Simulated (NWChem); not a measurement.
## Volume series of SiC (zincblende structure): lattice constant and bulk modulus

Everything below was run with NWChem. Level: revPBE, default library pseudopotentials (valence charges C 4, Si 4), cutoff 35 Ha, shifted 4×4×4 mesh, two-atom cell, no spin-orbit coupling. The cell is scaled uniformly; the run nearest the minimum isn't listed, and energies count from the lowest row shown.

| volume (Å³/cell) | E (meV/atom) |
|---|---|
| 19.69 | ? |
| 20.11 | 9.0 |
| 20.53 | 0.3 |
| 21.37 | 0.0 |
| 21.79 | 7.7 |
| 22.21 | 19.6 |

**Question.** Fit the energy as a cubic in V^(−2/3), give the equilibrium lattice constant and bulk modulus, and predict the withheld row.

**Answer.** The minimum lies at V₀ = 20.95 Å³, so a₀ = (4V₀)^(1/3) = 4.376 Å, and B₀ = V·d²E/dV² ≈ 210 GPa. The fit predicts 24.3 meV/atom at 19.69 Å³; the run gave 24.5.
